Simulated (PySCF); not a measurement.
# Tl(OH)3: other functionals and bases at one geometry

An exercise on one series of results from a longer session: the logs are not shown, and one member is left open.

The runs use PySCF 2.14.0; several levels, as the steps say, no spin–orbit coupling.

1 further run of the same task is left out (for a known fault of the program).

### The starting structure

7 atoms, charge 0, spin multiplicity 1.

Bond lengths: Tl1–O2 2.075 Å, Tl1–O4 2.075 Å, Tl1–O6 2.075 Å, O2–H3 0.967 Å, O4–H5 0.967 Å, O6–H7 0.967 Å. Angles: O2–Tl1–O4 120.0°, O2–Tl1–O6 120.0°, O4–Tl1–O6 120.0°, Tl1–O2–H3 106.9°, Tl1–O4–H5 106.9°, Tl1–O6–H7 106.9°.

Coordinates:

```xyz
7
charge 0, multiplicity 1
Tl    0.0000    0.0000    0.2530
O     2.0467    0.3388    0.2517
H     2.4759   -0.5278    0.2593
O    -1.3168    1.6031    0.2517
H    -0.7809    2.4081    0.2593
O    -0.7299   -1.9420    0.2517
H    -1.6950   -1.8803    0.2593
```

Formal oxidation states: Tl +3. An earlier session relaxed this geometry at PBE0, Tl def2-SVP with ECP60, O def2-SVP, H def2-SVP (singlet, point group C3h).

At PBE0 on the finer grid: E = -399.514705 Eh, HOMO -8.35 eV, LUMO -2.67 eV, Mulliken charge on Tl1 +0.78 e, largest force component 0.004 eV/Å. 

Levels to run: BLYP; r2SCAN; PBE0, TZVP. Hardware: 2 threads of Arm Neoverse V2, shared host.

The first run:

run.py (the lines that set the calculation)

```python
mol = gto.M(atom='''
Tl     0.00000     0.00000     0.25299
O      2.04675     0.33884     0.25173
H      2.47592    -0.52777     0.25926
O     -1.31682     1.60312     0.25173
H     -0.78090     2.40810     0.25926
O     -0.72993    -1.94196     0.25173
H     -1.69503    -1.88033     0.25926''',
    basis={'Tl': 'def2-SVP', 'O': 'def2-SVP', 'H': 'def2-SVP'},
    ecp={'Tl': 'def2-SVP'},
    charge=0, spin=0)
mf = dft.RKS(mol, xc='BLYP')
mf.grids.atom_grid = (75, 302)
mf = mf.density_fit()  # fitting sets: Tl def2-universal-JKFIT, O def2-universal-JKFIT, H def2-universal-JKFIT
mf.conv_tol = 1e-08; mf.max_cycle = 55
mf.kernel(dm0)  # dm0: the density of the relaxed state
```

Command:

```console
$ OMP_NUM_THREADS=2 python run.py
```

Steps of the session up to this table: BLYP; r2SCAN; PBE0, TZVP.

One table of the session follows, with a row left open; its other results are not shown here.

```
              level  HOMO (eV)  gap (eV)  charge on Tl1 (e)  largest force component (eV/Å)
PBE0 (relaxed here)      -8.35      5.67               0.78                            0.00
               BLYP      -6.38      2.98               0.58                            0.97
             r2SCAN      -6.97      3.54               0.74                            0.31
         PBE0, TZVP          ?         ?                  ?                               ?
```

**Question.** Estimate the row for PBE0, TZVP.

The run gave: HOMO (eV): -8.69; gap (eV): 5.74; charge on Tl1 (e): 0.94; largest force component (eV/Å): 0.38. In the column «HOMO (eV)» it is the lowest.

In one basis the HOMO–LUMO gap runs from 2.98 eV (BLYP) to 5.67 eV (PBE0). The largest leftover force, 0.97 eV/Å with BLYP, stands at a geometry relaxed at another level. Total energies of different levels can't be compared.
